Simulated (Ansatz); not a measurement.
# Cd5Se2S3: the cost of one run

Method: DFT PBE, scalar-relativistic, plane waves, PAW, unless a step names another level, in Ansatz 0.2.0.

2 further runs of the same task are left out: 1 that didn't finish, 1 set aside as unsound or not needed. Runs told in other sessions of the task aren't counted.

## (1) The structure to begin with

Symmetry: R3m, No. 160, trigonal system. The conventional cell has a = 4.264 Å, b = 4.264 Å, c = 52.312 Å, α = 90.00°, β = 90.00°, γ = 120.00°. Cd (site symmetry 3m) has 1 S at 2.56 Å and 3 Se at 2.65 Å in its first shell of neighbours. Cd (site symmetry 3m) is surrounded by 4 S at 2.57 to 2.59 Å. Cd (site symmetry 3m) is surrounded by 3 S at 2.59 Å and 1 Se at 2.68 Å. Around Cd (site symmetry 3m) lie 4 Se at 2.65 to 2.67 Å. Around Se (site symmetry 3m) lie 4 Cd at 2.65 to 2.68 Å. Around Se (site symmetry 3m) lie 4 Cd at 2.65 to 2.67 Å. Around S (site symmetry 3m) lie 4 Cd at 2.56 to 2.59 Å. Only part of the 10 independent sites is listed.

As a file:

```cif
data_structure
_symmetry_space_group_name_H-M 'P 1'
_symmetry_Int_Tables_number 1
_cell_length_a 17.6102
_cell_length_b 17.6102
_cell_length_c 17.6102
_cell_angle_alpha 13.908
_cell_angle_beta 13.908
_cell_angle_gamma 13.908
_cell_volume 274.59
loop_
_atom_site_label
_atom_site_type_symbol
_atom_site_fract_x
_atom_site_fract_y
_atom_site_fract_z
_atom_site_occupancy
Cd1 Cd 0.00334 0.00334 0.00334 1
Cd2 Cd 0.40107 0.40107 0.40107 1
Cd3 Cd 0.79891 0.79891 0.79891 1
Cd4 Cd 0.19676 0.19676 0.19676 1
Cd5 Cd 0.60010 0.60010 0.60010 1
Se1 Se 0.24800 0.24800 0.24800 1
Se2 Se 0.65121 0.65121 0.65121 1
S1 S 0.05235 0.05235 0.05235 1
S2 S 0.45020 0.45020 0.45020 1
S3 S 0.84805 0.84805 0.84805 1
```

The cell was relaxed beforehand at this level, from a generated guess; it needn't be the stable form of this composition. At a tolerance of 0.02 Å it has space group R3m (No. 160); it has 27.46 Å³/atom, an uncorrected energy of -0.64 eV/atom over the elements.

## (2) Bands, states and charges

The input, input.yaml:

```yaml
crystal:
  lattice:
    - [2.1321219792, 1.2309811986, 17.4372187207]
    - [-2.1321219792, 1.2309811986, 17.4372187207]
    - [0.0, -2.4619623972, 17.4372187207]
  atoms:
    - { symbol: Cd, position: [0.0033416346, 0.0033416346, 0.0033416346] }
    - { symbol: Cd, position: [0.4010743178, 0.4010743178, 0.4010743178] }
    - { symbol: Cd, position: [0.7989125268, 0.7989125268, 0.7989125268] }
    - { symbol: Cd, position: [0.196756128, 0.196756128, 0.196756128] }
    - { symbol: Cd, position: [0.6001018908, 0.6001018908, 0.6001018908] }
    - { symbol: Se, position: [0.248003927, 0.248003927, 0.248003927] }
    - { symbol: Se, position: [0.6512052064, 0.6512052064, 0.6512052064] }
    - { symbol: S, position: [0.0523541607, 0.0523541607, 0.0523541607] }
    - { symbol: S, position: [0.4502023233, 0.4502023233, 0.4502023233] }
    - { symbol: S, position: [0.8480478846, 0.8480478846, 0.8480478846] }
basis:
  ecutwfc: 420
kpoints:
  mp_grid: { grid: [12, 12, 12] }
  band_path:
    path:
      - [[0.0, 0.0, 0.0], [-0.5, -0.5, -0.5], [-0.5, -0.16998911, -0.83001089]]
      - [[-0.16998911, 0.16998911, -0.5], [0.0, 0.0, -0.5], [0.0, 0.0, 0.0], [0.0, 0.33499455, -0.33499455]]
      - [[-0.33499455, 0.0, -0.66500545], [-0.5, 0.0, -0.5], [0.0, 0.0, 0.0]]
    npoints: 14
hamiltonian:
  xc: pbe
scf:
  occupations: { method: gaussian, width: 0.02 }
  n_extra_bands: 25
output:
  forces: true
  stress: true
  eigenvalues: true
  populations: true
  dos: { projected: true, de: 0.02, nscf_kmesh: { grid: [18, 18, 18] } }
  bader: true
  write_density: true
  write_potential: true
  elf: true
  volumetric_format: npy
```

Started as:

```
$ ansatz run input.yaml --threads 4 --pin off --max-ram 8192MiB --backend cpu --events-out ev --progress --plain --runs-dir out
```

Q: Estimate wall time and peak memory on 4 threads of Intel Xeon at 2.50GHz (Skylake/Cascade Lake), shared host.

About 16 min, with a peak of 7.8 GiB.
